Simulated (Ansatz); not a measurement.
**Pb (triplet): energies up the ladder**

Wanted for Pb (triplet): energies up the ladder. Spin multiplicity 3.

Method: the levels named in each step, in Ansatz 0.2.0.

## (1) The system as given

As a file:

```xyz
1

Pb    0.0000    0.0000    0.0000
```

## (2) Single point, PBE0/def2-TZVPP

File input.yaml:

```yaml
crystal:
  periodic: [false, false, false]
  atoms:
    - { symbol: Pb, position_ang: [0.0, 0.0, 0.0] }
magnetization:
  spin_polarized: true
  initial_magnetization: 2
basis:
  gaussian: { orbitals: def2-TZVPP }
hamiltonian:
  xc: pbe0
```

Run with:

```sh
$ ansatz run input.yaml --threads 1 --pin off --max-ram 2560MiB --backend cpu --events-out ev --progress --plain --runs-dir out
```

The runs that follow: Single point, PBE/def2-TZVPP; Single point, r2SCAN/def2-TZVPP; Single point, B3LYP/def2-TZVPP; Single point, wB97M-V/def2-TZVPP; Single point, B2PLYP/def2-TZVPP; Single point, LDA/def2-TZVPP; Single point, PBE0/def2-SVP; Single point, PBE/def2-SVP.

What does the calculation give? Wanted: energy at PBE/def2-SVP.

The runs gave:

```
              quantity         value
energy at PBE/def2-SVP  -5247.966 eV
```

**Reading.** These totals serve in differences with atoms or fragments at the same level; alone they don't rank the methods. Heavy atoms carry effective core potentials in def2 sets, and spin-orbit coupling is left out.
